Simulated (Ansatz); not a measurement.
# FGeHS (SMILES [F][Ge][SH]): a rigid scan of the dihedral angle F1–Ge2–S3–H4

Aim: the energy along the dihedral angle F1–Ge2–S3–H4, from CCSD(T) and from cheaper methods, relative to the minimum. No other atom is relaxed.

The runs use Ansatz 0.2.0, Gaussian basis; single points in def2-TZVPP.

Levels: PBE-D4, r2SCAN-D4, PBE0-D4, B3LYP-D4, wB97M-V, Hartree-Fock, MP2, CCSD, CCSD(T). The scan takes -168.0, -128.0, -88.0, -48.0, -8.0, 32.0, 72.0, 112.0, 152.0°.

Cores are frozen in the correlated methods. Filled d shells of the heavier atoms are correlated. B3LYP uses VWN-RPA correlation.

37 further runs of the same task are left out: 37 set aside as unsound or not needed.

### 1 Where the work starts

The minimum, relaxed at PBE0-D4: SMILES `[F][Ge][SH]`, 4 atoms, charge 0, spin multiplicity 1.

Atoms are counted from 1 here; the program's logs count them from 0.

Bond lengths: F1–Ge2 1.757 Å, Ge2–S3 2.235 Å, S3–H4 1.345 Å. Angles: F1–Ge2–S3 95.2°, Ge2–S3–H4 92.2°.

Coordinates:

```csv
atom,x (Å),y (Å),z (Å)
F1,-1.91085,0.47143,0.57461
Ge2,-0.30410,-0.06424,1.04192
S3,0.53155,-0.02743,-1.03076
H4,1.73900,-0.44005,-0.60598
```

Energies of the minimum (eV), from earlier single points: PBE-D4 -70074.59539, r2SCAN-D4 -70088.03704, PBE0-D4 -70076.67486, B3LYP-D4 -70092.09877, wB97M-V -70085.82698, CCSD(T) -70035.04437.

At the minimum the dihedral angle F1–Ge2–S3–H4 is -180.0°.

### 2 F1–Ge2–S3–H4 = -168.0°

The input, ccsdt-tzvpp/in.yaml:

```yaml
crystal:
  periodic: [false, false, false]
  atoms:
    - {symbol: F, position_ang: [-1.910853, 0.471427, 0.574614]}
    - {symbol: Ge, position_ang: [-0.304096, -0.064244, 1.041916]}
    - {symbol: S, position_ang: [0.531545, -0.027429, -1.030755]}
    - {symbol: H, position_ang: [1.634953, -0.696801, -0.652486]}
basis:
  gaussian: {orbitals: def2-TZVPP}
correlation: {method: ccsd_t}
```

No record of the launch command was kept for these runs.

The log of the run:

```text
Functional definition: HF
  name "HF"
  cite "Fock, Z. Phys. 61, 126 (1930) doi:10.1007/BF01340294"
  parent pbe
  exchange = exact_x
  correlation = 0
847 factors; integrals over basis functions are off by at most 7.6e-4 eV
mean field evaluation 1: about -70013.6089 eV, gradient 3.2e1 eV
mean field evaluation 2: about -70013.7187 eV, gradient 3.3e1 eV
mean field evaluation 4: about -70015.9690 eV, gradient 2.6e0 eV
mean field evaluation 8: about -70016.0208 eV, gradient 3.4e-1 eV
mean field evaluation 16: about -70016.0218 eV, gradient 2.7e-6 eV
mean field -70016.02175490 eV, -2573.0413409285 hartree, gradient 2.7e-6 eV, S^2 0.000000; 0 other end points of the search recorded, 0 dependent functions left out
15 core orbitals not correlated: weight in the atoms' cores, before any rotation towards them, 1.000 or more for the frozen orbitals, at most 0.000 for the correlated occupied ones
reference -70016.02175490 eV, -2573.0413409285 hartree; 14, 14 occupied and 106, 106 virtual orbitals, 847 factors
second order -17.83047124 eV of doubles, -0.00000000 eV of singles
cycle   1  -17.68754077 eV  change    1.4e-1 eV  update   1.1e-1
cycle   2  -18.17520043 eV  change   -4.9e-1 eV  update   3.7e-2
cycle   3  -18.29168478 eV  change   -1.2e-1 eV  update   2.1e-2
cycle   4  -18.27764639 eV  change    1.4e-2 eV  update   5.9e-3
cycle   5  -18.27198383 eV  change    5.7e-3 eV  update   2.7e-3
cycle   6  -18.27318776 eV  change   -1.2e-3 eV  update   1.1e-3
cycle   7  -18.27279267 eV  change    4.0e-4 eV  update   4.0e-4
cycle   8  -18.27266317 eV  change    1.3e-4 eV  update   1.6e-4
cycle   9  -18.27274038 eV  change   -7.7e-5 eV  update   7.0e-5
cycle  10  -18.27274289 eV  change   -2.5e-6 eV  update   2.8e-5
perturbative correction -0.73180841 eV, -0.0268934630 hartree
Total energy: -70035.02630620 eV, -2573.7397453069 hartree
```

Wall time 6.5 s (2 threads, shared host); peak memory 0.75 GiB.

The other levels were run on the same coordinates; their logs were not kept, and their results stand in the tables.

### 3 F1–Ge2–S3–H4 = -128.0°

ccsdt-tzvpp/in.yaml: that of step 2 with these lines changed.

```diff
@@ -6,3 +6,3 @@
     - {symbol: S, position_ang: [0.531545, -0.027429, -1.030755]}
-    - {symbol: H, position_ang: [1.634953, -0.696801, -0.652486]}
+    - {symbol: H, position_ang: [0.986249, -1.288626, -0.924537]}
 basis:
```

The log of the run (excerpt; [...] marks lines left out):

```text
[... 4 set-up lines as earlier in the session ...]
[...]
848 factors; integrals over basis functions are off by at most 1.0e-3 eV
[...]
mean field -70015.76502856 eV, -2573.0319064094 hartree, gradient 1.5e-6 eV, S^2 0.000000; 0 other end points of the search recorded, 0 dependent functions left out
15 core orbitals not correlated: weight in the atoms' cores, before any rotation towards them, 1.000 or more for the frozen orbitals, at most 0.000 for the correlated occupied ones
reference -70015.76502856 eV, -2573.0319064094 hartree; 14, 14 occupied and 106, 106 virtual orbitals, 848 factors
second order -17.82839653 eV of doubles, -0.00000000 eV of singles
cycle   1  -17.68874657 eV  change    1.4e-1 eV  update   1.1e-1
[...]
cycle  11  -18.27746201 eV  change    1.5e-5 eV  update   1.7e-5
perturbative correction -0.72748534 eV, -0.0267345932 hartree
Total energy: -70034.76997591 eV, -2573.7303253427 hartree
```

Wall time 7.5 s (2 threads, shared host); peak memory 0.75 GiB.

### 4 F1–Ge2–S3–H4 = -88.0°

ccsdt-tzvpp/in.yaml: that of step 3 with these lines changed.

```diff
@@ -6,3 +6,3 @@
     - {symbol: S, position_ang: [0.531545, -0.027429, -1.030755]}
-    - {symbol: H, position_ang: [0.986249, -1.288626, -0.924537]}
+    - {symbol: H, position_ang: [0.133658, -1.289932, -1.268300]}
 basis:
```

The log of the run (excerpt; [...] marks lines left out):

```text
[... 4 set-up lines as earlier in the session ...]
[...]
848 factors; integrals over basis functions are off by at most 1.0e-3 eV
[...]
mean field -70015.59228746 eV, -2573.0255582912 hartree, gradient 1.4e-6 eV, S^2 0.000000; 0 other end points of the search recorded, 0 dependent functions left out
15 core orbitals not correlated: weight in the atoms' cores, before any rotation towards them, 1.000 or more for the frozen orbitals, at most 0.000 for the correlated occupied ones
reference -70015.59228746 eV, -2573.0255582912 hartree; 14, 14 occupied and 106, 106 virtual orbitals, 848 factors
second order -17.81586689 eV of doubles, -0.00000000 eV of singles
cycle   1  -17.68241791 eV  change    1.3e-1 eV  update   1.1e-1
[...]
cycle  11  -18.27286315 eV  change    1.3e-5 eV  update   2.2e-5
perturbative correction -0.72147294 eV, -0.0265136417 hartree
Total energy: -70034.58662356 eV, -2573.7235872679 hartree
```

Wall time 7.5 s (2 threads, shared host); peak memory 0.75 GiB.

### 5 F1–Ge2–S3–H4 = -48.0°

ccsdt-tzvpp/in.yaml: that of step 4 with these lines changed.

```diff
@@ -6,3 +6,3 @@
     - {symbol: S, position_ang: [0.531545, -0.027429, -1.030755]}
-    - {symbol: H, position_ang: [0.133658, -1.289932, -1.268300]}
+    - {symbol: H, position_ang: [-0.523882, -0.700108, -1.522925]}
 basis:
```

The log of the run (excerpt; [...] marks lines left out):

```text
[... 4 set-up lines as earlier in the session ...]
[...]
848 factors; integrals over basis functions are off by at most 7.1e-4 eV
[...]
mean field -70015.79105233 eV, -2573.0328627653 hartree, gradient 1.9e-6 eV, S^2 0.000000; 0 other end points of the search recorded, 0 dependent functions left out
15 core orbitals not correlated: weight in the atoms' cores, before any rotation towards them, 1.000 or more for the frozen orbitals, at most 0.000 for the correlated occupied ones
reference -70015.79105233 eV, -2573.0328627653 hartree; 14, 14 occupied and 106, 106 virtual orbitals, 848 factors
second order -17.82651802 eV of doubles, -0.00000000 eV of singles
cycle   1  -17.68833190 eV  change    1.4e-1 eV  update   1.1e-1
[...]
cycle  11  -18.27632462 eV  change    1.1e-5 eV  update   1.7e-5
perturbative correction -0.72753239 eV, -0.0267363221 hartree
Total energy: -70034.79490934 eV, -2573.7312416292 hartree
```

It took 6.5 s on 2 threads, shared host; peak memory 0.75 GiB.

### 6 F1–Ge2–S3–H4 = -8.0°

ccsdt-tzvpp/in.yaml: that of step 5 with these lines changed.

```diff
@@ -6,3 +6,3 @@
     - {symbol: S, position_ang: [0.531545, -0.027429, -1.030755]}
-    - {symbol: H, position_ang: [-0.523882, -0.700108, -1.522925]}
+    - {symbol: H, position_ang: [-0.678702, 0.204861, -1.569270]}
 basis:
```

The log of the run (excerpt; [...] marks lines left out):

```text
[... 4 set-up lines as earlier in the session ...]
[...]
847 factors; integrals over basis functions are off by at most 1.1e-3 eV
[...]
mean field -70015.99992964 eV, -2573.0405388649 hartree, gradient 1.6e-6 eV, S^2 0.000000; 0 other end points of the search recorded, 0 dependent functions left out
15 core orbitals not correlated: weight in the atoms' cores, before any rotation towards them, 1.000 or more for the frozen orbitals, at most 0.000 for the correlated occupied ones
reference -70015.99992964 eV, -2573.0405388649 hartree; 14, 14 occupied and 106, 106 virtual orbitals, 847 factors
second order -17.83739578 eV of doubles, -0.00000000 eV of singles
cycle   1  -17.69391518 eV  change    1.4e-1 eV  update   1.1e-1
[...]
cycle  10  -18.27899227 eV  change    5.0e-6 eV  update   2.6e-5
perturbative correction -0.73251250 eV, -0.0269193380 hartree
Total energy: -70035.01143441 eV, -2573.7391987786 hartree
```

Run time: 6.5 s. Hardware: 2 threads, shared host; peak memory 0.75 GiB.

### 7 F1–Ge2–S3–H4 = 32.0°

ccsdt-tzvpp/in.yaml: that of step 6 with these lines changed.

```diff
@@ -6,3 +6,3 @@
     - {symbol: S, position_ang: [0.531545, -0.027429, -1.030755]}
-    - {symbol: H, position_ang: [-0.678702, 0.204861, -1.569270]}
+    - {symbol: H, position_ang: [-0.258360, 1.001529, -1.385649]}
 basis:
```

The log of the run (excerpt; [...] marks lines left out):

```text
[... 4 set-up lines as earlier in the session ...]
[...]
848 factors; integrals over basis functions are off by at most 9.6e-4 eV
[...]
mean field -70015.89980320 eV, -2573.0368592863 hartree, gradient 1.8e-6 eV, S^2 0.000000; 0 other end points of the search recorded, 0 dependent functions left out
15 core orbitals not correlated: weight in the atoms' cores, before any rotation towards them, 1.000 or more for the frozen orbitals, at most 0.000 for the correlated occupied ones
reference -70015.89980320 eV, -2573.0368592863 hartree; 14, 14 occupied and 106, 106 virtual orbitals, 848 factors
second order -17.83264651 eV of doubles, -0.00000000 eV of singles
cycle   1  -17.69159790 eV  change    1.4e-1 eV  update   1.1e-1
[...]
cycle  10  -18.27814431 eV  change    8.4e-6 eV  update   3.3e-5
perturbative correction -0.73035433 eV, -0.0268400265 hartree
Total energy: -70034.90830184 eV, -2573.7354087268 hartree
```

It took 6.5 s on 2 threads, shared host; peak memory 0.75 GiB.

### 8 F1–Ge2–S3–H4 = 72.0°

ccsdt-tzvpp/in.yaml: that of step 7 with these lines changed.

```diff
@@ -6,3 +6,3 @@
     - {symbol: S, position_ang: [0.531545, -0.027429, -1.030755]}
-    - {symbol: H, position_ang: [-0.258360, 1.001529, -1.385649]}
+    - {symbol: H, position_ang: [0.540463, 1.317128, -1.057982]}
 basis:
```

The log of the run (excerpt; [...] marks lines left out):

```text
[... 4 set-up lines as earlier in the session ...]
[...]
848 factors; integrals over basis functions are off by at most 1.3e-3 eV
[...]
mean field -70015.63816043 eV, -2573.0272440917 hartree, gradient 2.6e-6 eV, S^2 0.000000; 0 other end points of the search recorded, 0 dependent functions left out
15 core orbitals not correlated: weight in the atoms' cores, before any rotation towards them, 1.000 or more for the frozen orbitals, at most 0.000 for the correlated occupied ones
reference -70015.63816043 eV, -2573.0272440917 hartree; 14, 14 occupied and 106, 106 virtual orbitals, 848 factors
second order -17.81725916 eV of doubles, -0.00000000 eV of singles
cycle   1  -17.68318617 eV  change    1.3e-1 eV  update   1.1e-1
[...]
cycle  11  -18.27302465 eV  change    1.2e-5 eV  update   2.2e-5
perturbative correction -0.72279543 eV, -0.0265622419 hartree
Total energy: -70034.63398051 eV, -2573.7253276038 hartree
```

Run time: 7 s. Hardware: 2 threads, shared host; peak memory 0.75 GiB.

### 9 F1–Ge2–S3–H4 = 112.0°

ccsdt-tzvpp/in.yaml: that of step 8 with these lines changed.

```diff
@@ -6,3 +6,3 @@
     - {symbol: S, position_ang: [0.531545, -0.027429, -1.030755]}
-    - {symbol: H, position_ang: [0.540463, 1.317128, -1.057982]}
+    - {symbol: H, position_ang: [1.343987, 1.003984, -0.739586]}
 basis:
```

The log of the run (excerpt; [...] marks lines left out):

```text
[... 4 set-up lines as earlier in the session ...]
[...]
848 factors; integrals over basis functions are off by at most 8.1e-4 eV
[...]
mean field -70015.65461207 eV, -2573.0278486785 hartree, gradient 1.6e-6 eV, S^2 0.000000; 0 other end points of the search recorded, 0 dependent functions left out
15 core orbitals not correlated: weight in the atoms' cores, before any rotation towards them, 1.000 or more for the frozen orbitals, at most 0.000 for the correlated occupied ones
reference -70015.65461207 eV, -2573.0278486785 hartree; 14, 14 occupied and 106, 106 virtual orbitals, 848 factors
second order -17.82290470 eV of doubles, -0.00000000 eV of singles
cycle   1  -17.68623823 eV  change    1.4e-1 eV  update   1.1e-1
[...]
cycle  11  -18.27623827 eV  change    1.4e-5 eV  update   1.9e-5
perturbative correction -0.72424498 eV, -0.0266155120 hartree
Total energy: -70034.65509532 eV, -2573.7261035590 hartree
```

Run time: 7 s. Hardware: 2 threads, shared host; peak memory 0.75 GiB.

### 10 F1–Ge2–S3–H4 = 152.0°

ccsdt-tzvpp/in.yaml: that of step 9 with these lines changed.

```diff
@@ -6,3 +6,3 @@
     - {symbol: S, position_ang: [0.531545, -0.027429, -1.030755]}
-    - {symbol: H, position_ang: [1.343987, 1.003984, -0.739586]}
+    - {symbol: H, position_ang: [1.776235, 0.208622, -0.579443]}
 basis:
```

The log of the run (excerpt; [...] marks lines left out):

```text
[... 4 set-up lines as earlier in the session ...]
[...]
848 factors; integrals over basis functions are off by at most 9.0e-4 eV
[...]
mean field -70015.94483388 eV, -2573.0385141332 hartree, gradient 1.3e-6 eV, S^2 0.000000; 0 other end points of the search recorded, 0 dependent functions left out
15 core orbitals not correlated: weight in the atoms' cores, before any rotation towards them, 1.000 or more for the frozen orbitals, at most 0.000 for the correlated occupied ones
reference -70015.94483388 eV, -2573.0385141332 hartree; 14, 14 occupied and 106, 106 virtual orbitals, 848 factors
second order -17.83105901 eV of doubles, -0.00000000 eV of singles
cycle   1  -17.68871207 eV  change    1.4e-1 eV  update   1.1e-1
[...]
cycle  10  -18.27501528 eV  change    6.0e-7 eV  update   3.1e-5
perturbative correction -0.73088351 eV, -0.0268594737 hartree
Total energy: -70034.95073267 eV, -2573.7369680311 hartree
```

It took 7 s on 2 threads, shared host; peak memory 0.75 GiB.

### 11 The curves

Energies less that of the minimum at the same level (meV):

| dihedral angle (°) | PBE-D4 | r2SCAN-D4 | PBE0-D4 | B3LYP-D4 | wB97M-V | Hartree-Fock | MP2 | CCSD | CCSD(T) |
| --- | --- | --- | --- | --- | --- | --- | --- | --- | --- |
| -180.0 (minimum) | 0 | 0 | 0 | 0 | 0 | 0 | 0 | 0 | 0 |
| -168.0 | 18 | 19 | 18 | 18 | 17 | 19 | 18 | 18 | 18 |
| -128.0 | 276 | 289 | 272 | 278 | 261 | 275 | 277 | 270 | 274 |
| -88.0 | 478 | 496 | 461 | 473 | 437 | 448 | 462 | 447 | 458 |
| -48.0 | 253 | 262 | 248 | 253 | 233 | 249 | 253 | 245 | 249 |
| -8.0 | 31 | 31 | 29 | 32 | 22 | 40 | 33 | 33 | 33 |
| 32.0 | 136 | 140 | 133 | 137 | 123 | 140 | 138 | 134 | 136 |
| 72.0 | 425 | 442 | 412 | 422 | 390 | 402 | 415 | 401 | 410 |
| 112.0 | 399 | 417 | 390 | 399 | 372 | 386 | 393 | 382 | 389 |
| 152.0 | 92 | 97 | 92 | 94 | 89 | 95 | 95 | 93 | 94 |

Miss and cost, level by level (times from a shared host):

```csv
method,RMS deviation from CCSD(T) (meV),mean time a point
PBE-D4,9,0.66 s
r2SCAN-D4,20,1.4 s
PBE0-D4,2,0.92 s
B3LYP-D4,7,0.92 s
wB97M-V,14,2.6 s
Hartree-Fock,5,part of the CCSD(T) run
MP2,3,part of the CCSD(T) run
CCSD,6,part of the CCSD(T) run
CCSD(T),0,6.9 s
```

For cost: PBE0-D4 comes within 2 meV at 0.92 s a point, where CCSD(T) needs 6.9 s.

### 12 Outcome

| quantity | value |
| --- | --- |
| highest point, CCSD(T) | 458 meV at -88.0° |
| lowest point, CCSD(T) | 0 meV at -180.0° |
| RMS deviation from CCSD(T) | PBE-D4 9, r2SCAN-D4 20, PBE0-D4 2, B3LYP-D4 7, wB97M-V 14, Hartree-Fock 5, MP2 3, CCSD 6 meV |
| largest T1 diagnostic | 0.015 |

Over the points sampled the torsion costs at most 458 meV, a hindered rotation that is fast at room temperature. A rigid scan overstates barriers, since nothing else may give way. The curve of PBE0-D4 lies nearest to CCSD(T), that of r2SCAN-D4 farthest.
